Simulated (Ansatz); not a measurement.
# Cu3O2 (I4/mmm) in Ansatz: reference runs

Reference runs on Cu3O2: the cell as given and a disturbed copy.

Program: Ansatz 0.2.0. These are calculated values, not measurements. Logs are shortened: lines on timing, memory, paths and dates and some standing lists are left out, and cuts for length are marked.

**1. Starting point**

Symmetry: I4/mmm, No. 139, tetragonal system. The conventional cell has a = 4.046 Å, b = 4.046 Å, c = 7.347 Å, α = 90.00°, β = 90.00°, γ = 90.00°. Cu (site symmetry 4/mmm) is surrounded by 4 O at 2.02 Å. Cu (site symmetry -4m2) has 2 O at 1.84 Å as nearest neighbours. O (site symmetry mmm) has 4 Cu at 1.84 to 2.02 Å as nearest neighbours.

The cell comes from a database or a generator and needn't be the stable form of this composition.

**2. Single point, PBE**

The input, input.yaml:

```yaml
crystal:
  lattice:
    - [-2.022982, 2.022982, 3.673617]
    - [2.022982, -2.022982, 3.673617]
    - [2.022982, 2.022982, -3.673617]
  atoms:
    - { symbol: Cu, position: [0.0, 0.0, 0.0] }
    - { symbol: Cu, position: [0.75, 0.25, 0.5] }
    - { symbol: Cu, position: [0.25, 0.75, 0.5] }
    - { symbol: O, position: [0.5, 0.0, 0.5] }
    - { symbol: O, position: [0.0, 0.5, 0.5] }
hamiltonian:
  xc: pbe
  pseudopotentials: { kind: paw }
kpoints:
  mp_grid: { grid: [9, 9, 9] }
scf:
  occupations: { method: fermi_dirac, width: 0.05 }
output:
  forces: true
  stress: true
  eigenvalues: true
  write_density: true
  write_potential: true
  elf: true
  volumetric_format: npy
```

Potentials or basis: Ansatz PAW.

The run is started by

```console
ansatz run input.yaml --threads 2 --pin off --max-ram 5120MiB --backend cpu --events-out ev --progress --plain --runs-dir out
```

Standard output:

```text
Warning: RAYON_NUM_THREADS=2 ignored (pool sized by the plan → 2); use --threads N
Engine: ansatz 0.2.0, aarch64-unknown-linux-gnu
Pseudopotentials: kind: paw
Pseudopotential: Cu, paw, valence charge 19, recommended cutoff 420 eV (normal), Cu.paw.azcp
Pseudopotential: O, paw, valence charge 6, recommended cutoff 420 eV (normal), O.paw.azcp
Functional definition: PBE
  parameter kappa = 0.804
  parameter beta = 0.06672455060314922
  exchange = pbe_x(kappa = kappa, mu = beta*pi^2/3)
  correlation = pbe_c(beta = beta)
Crystal: 5 atoms, lattice volume = 60.136 Å³
Basis set: ecut = 420 eV, 1209 PW (Γ), exchange–correlation on 64×64×64 points (8 copies of the dense FFT grid, shifted against one another)
Bands: 42, of which v1, the nominal top of the filled ones, is band 35 counted from 1 (34 counted from 0)
Symmetry: 16 space group operations
Space group: I4/mmm (ITA 139), of the structure as read, at distance tolerance 3.9e-5 Å
k-points: 75 of 729
Non-local potential: Cu, projectors of the file, l = 0: 3, l = 1: 2, l = 2: 3, l = 3: 1
Non-local potential: O, projectors of the file, l = 0: 2, l = 1: 2, l = 2: 1
PAW form: soft (Blöchl's): semilocal exchange-correlation on the pseudo side does not see the compensation charge
PAW one-centre angular grid: Cu, 590 points (default); XC on 64 Gauss nodes
PAW one-centre angular grid: O, 110 points (default); XC on 64 Gauss nodes
Initial density: superposition of atomic densities (neutral atoms: chi_scale 0, normalization atom), corrected by the library's trained network
Initial wavefunctions: pseudopotential atomic-orbital guess
Functional: x = pbe(κ = 0.804, μ = 0.2195149727645171), c = pbe(β = 0.06672455060314922)
SCF iter   1: F=—  HF=-21006.988411 eV  |F-HF|=—  |Δ(HF+E_count)|=         —  Δρ=6.82e-3  dr2=1.97e-2  ethr=1.77e-3  ⟨swp⟩=6.0  Hψ=11895  notcnv=0  defer=7
preconditioner: auto → LDOS  [metal: Δε(μ)=0.016 eV  Ē_g=10.892 eV  σ=0.050 eV  W_gap=0.08  n_scr=22 (ndim 8)  ℏωp=32.1 eV  f_vac=0.087  D(μ)=1.97/eV (n_scr^D=14)  β→1.0]
SCF iter   2: F=—  HF=-21006.985188 eV  |F-HF|=—  |Δ(HF+E_count)|=   3.22e-3  Δρ=1.52e-3  dr2=7.03e-4  ethr=2.86e-5  ⟨swp⟩=2.0  Hψ=5783  notcnv=0  defer=136
SCF iter   3: F=—  HF=-21006.985555 eV  |F-HF|=—  |Δ(HF+E_count)|=   3.67e-4  Δρ=2.38e-3  dr2=2.01e-3  ethr=1.02e-6  ⟨swp⟩=2.0  Hψ=5520  notcnv=0  defer=136
SCF iter   4: F=—  HF=-21006.985176 eV  |F-HF|=—  |Δ(HF+E_count)|=   3.80e-4  Δρ=5.91e-4  dr2=1.48e-4  ethr=1.02e-6  ⟨swp⟩=2.0  Hψ=5510  notcnv=0  defer=136
SCF iter   5: F=—  HF=-21006.985133 eV  |F-HF|=—  |Δ(HF+E_count)|=   4.32e-5  Δρ=2.64e-4  dr2=2.44e-5  ethr=2.14e-7  ⟨swp⟩=2.0  Hψ=5357  notcnv=0  defer=136
SCF iter   6: F=—  HF=-21006.985124 eV  |F-HF|=—  |Δ(HF+E_count)|=   8.55e-6  Δρ=2.92e-5  dr2=2.65e-7  ethr=3.53e-8  ⟨swp⟩=2.0  Hψ=4586  notcnv=0  defer=136
SCF iter   7: F=-21006.985124 eV  HF=-21006.985124 eV  |F-HF|=8.65e-9  |Δ(HF+E_count)|=   8.12e-8  Δρ=6.57e-6  dr2=1.51e-8  ethr=1.45e-10  ⟨swp⟩=12.0  Hψ=21191  notcnv=0
SCF 1 converged in 7 iterations: F = -21006.985124 eV  dr2 = 1.51e-8
SCF converged after 7 iterations
Free energy (F): -21006.985124 eV
Harris-Foulkes:  -21006.985124 eV  (|F-HF|=8.65e-9)
Internal energy: -21006.968611 eV  (E = F + TS)
E sigma→0 (E₀):  -21006.976867 eV
Entropy (-TS):   -0.016513 eV (-3.303 meV/atom)
Fermi energy:    10.570457 eV
--- Per-component energies (eV) ---
  E_band       = -1392.047713
  E_kinetic    = 1241.568584
  E_local      = -15264.633903  (includes V_loc(G=0)·N_el)
  E_nonlocal   = 1274.665258
  E_hartree    = 6658.265444
  E_xc         = -411.044751
  E_vxc        = -528.104860  (∫ρ·V_xc dr)
  E_paw        = -5308.018627  (= ΣΔE_a)
  E_vpaw       = -1432.071765  (= ΣTr[D̂ρ^β])
  E_aug_tail   = 0.005417  (compensation charges beyond the density's cutoff)
  E_ewald      = -9197.776033
  E_smearing   = -0.016513  (= −TS)
  E_closure    = 0.000000  (closes the sum)
  Σ components = -21006.985124   (vs F -21006.985124, Δ=0.00e0)
--- Forces (eV/Å), atoms counted from 1 ---
  atom   1  Cu    -0.00000000     0.00000000    -0.00000000
  atom   2  Cu     0.00000000     0.00000000     0.00000000
  atom   3  Cu     0.00000000     0.00000000     0.00000000
  atom   4  O      0.00000000     0.00000000     0.00000000
  atom   5  O      0.00000000     0.00000000     0.00000000
  max |Σ_I F_I| component: 1.04e-17 eV/Å
--- Stress (GPa, compression-positive) ---
        0.914425       0.000000       0.000000
        0.000000       0.914425      -0.000000
        0.000000      -0.000000       0.330212
  P = ⅓ Tr σ = 0.7197 GPa (7.197 kbar)
--- Band table (eV; the first three rows and the last of 75) ---
  k-point 0: bands = ["-101.9118", "-101.6083", "-101.6067", "-59.3077", "-59.3077", "-59.2601", "-59.1866", "-59.1854", "-58.9006", "-58.9006", "-58.8879", "-58.8879", "-8.5994", "-7.3710", "3.9911", "5.0043", "5.0043", "5.5634", "5.8787", "7.4920", "7.6050", "7.6050", "7.7126", "8.2349", "8.2349", "8.3577", "8.3892", "8.4676", "8.6987", "8.6987", "8.9646", "9.1276", "9.7900", "9.7900", "10.9701", "11.0427", "15.7298", "15.7298", "17.4853", "17.8007", "21.5255", "21.7927"]
  k-point 1: bands = ["-101.9117", "-101.6082", "-101.6068", "-59.3079", "-59.3077", "-59.2598", "-59.1865", "-59.1856", "-58.9006", "-58.8990", "-58.8895", "-58.8878", "-8.5357", "-7.4035", "3.9215", "4.7955", "5.0389", "5.5697", "5.9736", "7.2344", "7.6152", "7.6509", "7.7777", "7.8421", "7.9301", "8.4078", "8.6525", "8.6797", "8.7093", "8.7330", "9.0540", "9.2542", "9.8299", "9.8774", "10.8025", "11.2365", "14.6837", "16.1611", "17.7998", "18.9050", "21.8675", "21.8836"]
  k-point 2: bands = ["-101.9117", "-101.6079", "-101.6070", "-59.3084", "-59.3077", "-59.2591", "-59.1862", "-59.1861", "-58.9008", "-58.8949", "-58.8936", "-58.8875", "-8.3684", "-7.4842", "3.7475", "4.2980", "5.0670", "5.5892", "5.9181", "6.8936", "7.5970", "7.6626", "7.7516", "7.9017", "7.9578", "8.5000", "8.5259", "8.6620", "8.6826", "8.9070", "8.9082", "9.7530", "9.9271", "10.3472", "10.5505", "11.7024", "13.2303", "17.0368", "18.4742", "19.7872", "20.1965", "22.4178"]
  k-point 74: bands = ["-101.9117", "-101.6082", "-101.6067", "-59.3079", "-59.3078", "-59.2571", "-59.1886", "-59.1864", "-58.9000", "-58.9000", "-58.8883", "-58.8883", "-8.1815", "-7.7437", "2.8981", "5.3047", "5.5324", "6.4954", "6.6957", "7.0293", "7.0776", "7.1706", "7.2974", "7.4321", "7.8503", "8.1815", "8.4389", "8.6196", "8.7551", "8.8218", "8.9060", "9.0810", "9.3369", "10.2686", "10.2828", "14.0254", "15.1481", "16.1579", "16.9764", "18.3954", "20.5829", "23.3208"]
```

Wall time 7.3 s (2 threads of Arm Neoverse V1, shared host); peak memory 0.43 GiB.

Results:

- Free energy: -21006.9851 eV
- Pressure: 0.7 GPa
- Band gap on the k mesh: none (metal or under the smearing width)

Caveat: the pressure holds a Pulay correction of +0.5 GPa for the finite cutoff; an odd number of electrons without spin polarisation forces a metal; a magnetic or distorted state may lie lower; the run has no spin polarisation, though such a crystal can be magnetic; semilocal functionals often make such compounds metallic where correlation or magnetic order opens a gap, which also shifts bond lengths. With open d or f shells a metallic result of PBE can be an artefact of self-interaction; +U or a hybrid may open a gap.

**3. Single point, PBE (atoms moved at random, drawn with an rms of 0.05 Å)**

The input, input.yaml:

```yaml
crystal:
  lattice:
    - [-2.022982, 2.022982, 3.673617]
    - [2.022982, -2.022982, 3.673617]
    - [2.022982, 2.022982, -3.673617]
  atoms:
    - { symbol: Cu, position: [0.008646, 0.014122, 0.023824] }
    - { symbol: Cu, position: [0.730476, 0.247799, 0.488209] }
    - { symbol: Cu, position: [0.263405, 0.757175, 0.509104] }
    - { symbol: O, position: [0.504929, -0.003726, 0.501008] }
    - { symbol: O, position: [0.008464, 0.503083, 0.500197] }
hamiltonian:
  xc: pbe
  pseudopotentials: { kind: paw }
kpoints:
  mp_grid: { grid: [9, 9, 9] }
scf:
  occupations: { method: fermi_dirac, width: 0.05 }
output:
  forces: true
  stress: true
  eigenvalues: true
```

Potentials or basis: Ansatz PAW.

The run is started by

```console
ansatz run input.yaml --threads 2 --pin off --max-ram 5120MiB --backend cpu --events-out ev --progress --plain --runs-dir out
```

Standard output:

```text
Warning: RAYON_NUM_THREADS=2 ignored (pool sized by the plan → 2); use --threads N
[... 9 set-up lines as earlier in the session ...]
Crystal: 5 atoms, lattice volume = 60.136 Å³
Basis set: ecut = 420 eV, 1209 PW (Γ), exchange–correlation on 64×64×64 points (8 copies of the dense FFT grid, shifted against one another)
[... 37 lines left out ...]
  E_paw        = -5307.890008  (= ΣΔE_a)
  E_vpaw       = -1431.804207  (= ΣTr[D̂ρ^β])
  E_aug_tail   = 0.005531  (compensation charges beyond the density's cutoff)
  E_ewald      = -9190.029700
  E_smearing   = -0.016786  (= −TS)
  E_closure    = 0.000000  (closes the sum)
  Σ components = -21006.901805   (vs F -21006.901805, Δ=0.00e0)
--- Forces (eV/Å), atoms counted from 1 ---
  atom   1  Cu    -0.59450084    -0.24256388     0.02040179
  atom   2  Cu     0.02073837     0.19307199     1.28721869
  atom   3  Cu     0.03302086    -0.04630171    -0.67035783
  atom   4  O      0.04756369     0.10812996     0.02792486
  atom   5  O      0.49317584    -0.01231262    -0.66510867
  max |Σ_I F_I| component: 7.88e-5 eV/Å
--- Stress (GPa, compression-positive) ---
        0.677504      -0.083795       0.110865
       -0.083795       2.091842       0.162592
        0.110864       0.162588       1.787641
  P = ⅓ Tr σ = 1.5190 GPa (15.190 kbar)
--- Band table (eV; the first three rows and the last of 365) ---
  k-point 0: bands = ["-101.9193", "-101.6644", "-101.5565", "-59.3195", "-59.3141", "-59.2724", "-59.2512", "-59.1237", "-58.9480", "-58.9348", "-58.8619", "-58.8410", "-8.6424", "-7.3618", "3.9388", "4.9041", "5.0625", "5.5766", "5.8780", "7.4512", "7.5632", "7.6165", "7.7138", "7.9796", "8.1714", "8.3542", "8.5593", "8.6051", "8.6824", "8.7397", "8.9827", "9.1292", "9.7699", "9.8167", "10.9499", "11.0600", "15.7167", "15.7519", "17.4728", "17.8286", "21.5167", "21.7794"]
  k-point 1: bands = ["-101.9193", "-101.6643", "-101.5565", "-59.3197", "-59.3141", "-59.2716", "-59.2516", "-59.1237", "-58.9479", "-58.9347", "-58.8620", "-58.8411", "-8.5813", "-7.3919", "3.8716", "4.7471", "5.0493", "5.5819", "5.9702", "7.1831", "7.5781", "7.6584", "7.7432", "7.7994", "7.9615", "8.3876", "8.6355", "8.6710", "8.7285", "8.7970", "9.0576", "9.2927", "9.8265", "9.8888", "10.8001", "11.2398", "14.6846", "16.1692", "17.7897", "18.9244", "21.8172", "21.9199"]
  k-point 2: bands = ["-101.9193", "-101.6643", "-101.5565", "-59.3204", "-59.3141", "-59.2696", "-59.2530", "-59.1238", "-58.9478", "-58.9346", "-58.8621", "-58.8412", "-8.4230", "-7.4643", "3.7018", "4.2727", "5.0658", "5.5963", "5.9065", "6.8650", "7.5669", "7.6231", "7.7584", "7.9226", "7.9575", "8.4748", "8.5215", "8.6577", "8.6895", "8.8921", "8.9574", "9.7556", "9.9330", "10.3512", "10.5562", "11.7024", "13.2372", "17.0278", "18.4619", "19.7971", "20.2125", "22.4028"]
  k-point 364: bands = ["-101.9193", "-101.6643", "-101.5565", "-59.3203", "-59.3147", "-59.2677", "-59.2543", "-59.1240", "-58.9478", "-58.9347", "-58.8621", "-58.8412", "-8.2315", "-7.6103", "3.9436", "4.0395", "4.9272", "5.1708", "5.7260", "7.0000", "7.4358", "7.6223", "7.6732", "7.9183", "8.1736", "8.3746", "8.5392", "8.6376", "8.6628", "8.8366", "9.2515", "9.7001", "9.9399", "10.1318", "10.7235", "12.6516", "13.3471", "16.8320", "17.9837", "18.8076", "20.7099", "22.4740"]
```

Wall time 45 s (2 threads of Arm Neoverse V1, shared host); peak memory 0.84 GiB.

Results:

```yaml
Free_energy: -21006.9018 eV
Pressure: 1.5 GPa
Largest_force: 1.302 eV/Å
Band_gap_on_the_k_mesh: none (metal or under the smearing width)
```

Forces in eV/Å, atoms in the order of the input:
```
Cu  -0.595 -0.243  0.020
Cu   0.021  0.193  1.287
Cu   0.033 -0.046 -0.670
O    0.048  0.108  0.028
O    0.493 -0.012 -0.665
```

Levels at points of the mesh, in eV from the Fermi level:
```tsv
k point	band 32	band 33	band 34	band 35	band 36	band 37	band 38	band 39
(0.00, 0.00, 0.00)	-1.45	-0.81	-0.76	0.37	0.48	5.14	5.17	6.89
```

Caveat: the pressure holds a Pulay correction of +0.5 GPa for the finite cutoff; an odd number of electrons without spin polarisation forces a metal; a magnetic or distorted state may lie lower; the run has no spin polarisation, though such a crystal can be magnetic; semilocal functionals often make such compounds metallic where correlation or magnetic order opens a gap, which also shifts bond lengths.
